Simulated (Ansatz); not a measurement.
Task: a band structure of Li₃ScCl₆, space group Fm-3m, with Ansatz 0.2.0 through its Python package. Give the script and its output. Settings: PBEsol, PAW, the default cutoff (420 eV here), 3×3×3 k-points, fixed occupations.

```
Li Sc Cl
1.0
     0.00000    4.96048    4.96048
     4.96048    0.00000    4.96048
     4.96048    4.96048    0.00000
Li Sc Cl
3 1 6
Direct
  0.75000 0.75000 0.75000
  0.25000 0.25000 0.25000
  0.50000 0.50000 0.50000
  0.00000 0.00000 0.00000
  0.75092 0.24908 0.24908
  0.24908 0.24908 0.75092
  0.24908 0.75092 0.75092
  0.24908 0.75092 0.24908
  0.75092 0.24908 0.75092
  0.75092 0.75092 0.24908
```

The script, `bands_li3sccl6.py`:
```python
"""Band structure of Li3ScCl6."""

import sys

import ansatz as az
import numpy as np

lattice = az.Lattice.of(
    (0.0, 4.96048, 4.96048),
    (4.96048, 0.0, 4.96048),
    (4.96048, 4.96048, 0.0),
)
sites = [
    ("Li", (0.75, 0.75, 0.75)),
    ("Li", (0.25, 0.25, 0.25)),
    ("Li", (0.5, 0.5, 0.5)),
    ("Sc", (0.0, 0.0, 0.0)),
    ("Cl", (0.75092, 0.24908, 0.24908)),
    ("Cl", (0.24908, 0.24908, 0.75092)),
    ("Cl", (0.24908, 0.75092, 0.75092)),
    ("Cl", (0.24908, 0.75092, 0.24908)),
    ("Cl", (0.75092, 0.24908, 0.75092)),
    ("Cl", (0.75092, 0.75092, 0.24908)),
]
structure = az.Crystal(lattice=lattice)
for symbol, position in sites:
    structure = structure.atom(symbol, position)

# high-symmetry points in fractions of the reciprocal vectors
path = [
    ("K", (0.375, 0.375, 0.75)),
    ("G", (0.0, 0.0, 0.0)),
    ("L", (0.5, 0.5, 0.5)),
    ("W", (0.5, 0.25, 0.75)),
    ("X", (0.5, 0.0, 0.5)),
]
setup = (
    structure.calculation()
    .functional("pbesol")
    .kpoints(3)
    .occupations("fixed")
    .band_structure([point for _, point in path], intervals=4)
    .scf(extra_bands=6)
    .density_of_states(method="smearing", broadening_width=0.15, nscf_kmesh_spacing=0.24)
    .band_table()
)
try:
    out = setup.run(threads=1, pin="off")
except az.NonConvergedError as error:
    sys.exit(f"no convergence: {error}")
except az.RefusalError as error:
    sys.exit(f"input refused: {error}")
summary = out.report

n_atoms = len(summary["lattice"]["sites"])
print("F =", round(summary["free_energy_ev"], 4), "eV for", n_atoms, "atoms")
print("E(sigma -> 0) =", round(summary["energy_sigma0_ev"], 4), "eV, TS =", round(summary["entropy_ts_ev"], 5), "eV")
print("closed by", summary["closed_by"], "after", summary["n_iterations"], "iterations")

dos = out.density_of_states()
energy = np.asarray(dos.energies_ev) - dos.fermi_ev
top = min(levels[-1] for levels in summary["eigenvalues_ev"]) - dos.fermi_ev  # the computed bands end here
total = np.asarray(dos.spin_summed_g_bin_mean_per_ev)
print("E - E_F (eV)   states/eV")
for e in np.arange(-10, min(8, top), 0.5):
    print(f"{e:8.1f} {np.interp(e, energy, total):12.3f}")

used = summary["setup"]
print("cutoffs (eV):", used["ecut_ev"], used["ecutrho_ev"], " FFT grid:", used["fft_dense"])
print("cell volume {:.3f} A^3, {} symmetry operations".format(used["cell_volume_ang3"], used["n_sym_ops"]))

bands = out.band_structure()
fermi = bands.fermi_energy_ev
print(f"zero of the bands: {fermi:.3f} eV, the Fermi level found on the SCF mesh")
levels = bands.channels[0].eigenvalues_ev - fermi
filled = round(summary["n_electrons"]) // 2
valence, conduction = levels[:, filled - 1], levels[:, filled]
print("k (fractions)              top valence  bottom conduction (eV)")
for k, lo, hi in zip(bands.kpoints_frac, valence, conduction):
    print(f"{k[0]:7.3f} {k[1]:7.3f} {k[2]:7.3f} {lo:12.3f} {hi:13.3f}")
print(f"on this path: least direct gap {np.min(conduction - valence):.3f} eV, least gap {conduction.min() - valence.max():.3f} eV")
```

`python bands_li3sccl6.py` gives:
```text
DeckWarning: basis.ecutwfc = 420 eV, auto-derived from the records' recommended cutoffs: set by Li (normal level)
F = -9102.3904 eV for 10 atoms
E(sigma -> 0) = -9102.3904 eV, TS = 0.0 eV
closed by deck_thresholds after 7 iterations
E - E_F (eV)   states/eV
   -10.0        0.000
    -9.5        0.000
    -9.0        0.000
    -8.5        0.000
    -8.0        0.000
    -7.5        0.000
    -7.0        0.000
    -6.5        0.000
    -6.0        0.000
    -5.5        0.000
    -5.0        0.000
    -4.5        0.000
    -4.0        0.003
    -3.5        1.249
    -3.0        4.958
    -2.5       15.134
    -2.0       12.453
    -1.5        5.338
    -1.0        7.489
    -0.5       17.676
     0.0        3.253
     0.5        0.000
     1.0        0.000
     1.5        0.000
     2.0        0.000
     2.5        0.000
     3.0        0.000
     3.5        0.519
     4.0       11.428
     4.5        0.222
     5.0        5.292
cutoffs (eV): 420.0 1680.0  FFT grid: [48, 48, 48]
cell volume 244.119 A^3, 48 symmetry operations
zero of the bands: 1.177 eV, the Fermi level found on the SCF mesh
k (fractions)              top valence  bottom conduction (eV)
  0.375   0.375   0.750       -0.173         3.791
  0.281   0.281   0.562       -0.358         3.841
  0.187   0.187   0.375       -0.158         3.785
  0.094   0.094   0.187       -0.039         3.707
  0.000   0.000   0.000        0.000         3.681
  0.125   0.125   0.125       -0.033         3.695
  0.250   0.250   0.250       -0.126         3.712
  0.375   0.375   0.375       -0.257         3.721
  0.500   0.500   0.500       -0.372         3.724
  0.500   0.437   0.562       -0.355         3.760
  0.500   0.375   0.625       -0.357         3.830
  0.500   0.312   0.687       -0.357         3.884
  0.500   0.250   0.750       -0.356         3.904
  0.500   0.187   0.687       -0.211         3.829
  0.500   0.125   0.625       -0.102         3.765
  0.500   0.062   0.562       -0.034         3.722
  0.500   0.000   0.500       -0.011         3.707
on this path: least direct gap 3.681 eV, least gap 3.681 eV
```
(Warnings from the package without file and line.)

Caveats:
- Total energies depend on the potentials; only differences at equal settings carry meaning. A total without «per atom» is that of the cell as typed.
- The run is spin-unpolarised.
- Along an axis with an odd division the mesh misses the point at one half; a gap read on a finite mesh is an upper bound on this functional's gap.
- Semilocal gaps usually lie well under measured ones.
- With fixed filling the reported Fermi level is the top filled level among the k-points of the SCF.
- The structure comes from a database of computed cells and needn't be a stable or known phase.
- Levels are Kohn-Sham eigenvalues on this mesh.
- The computed bands are complete only to about 5.4 eV above the Fermi level; beyond that the density of states is undercounted.
- Wall time of the script: 7.3 s on 1 thread of Arm Neoverse V1 (shared host), peak memory 0.48 GiB.

(Lines on the test bed's own set-up are left out of the output.)
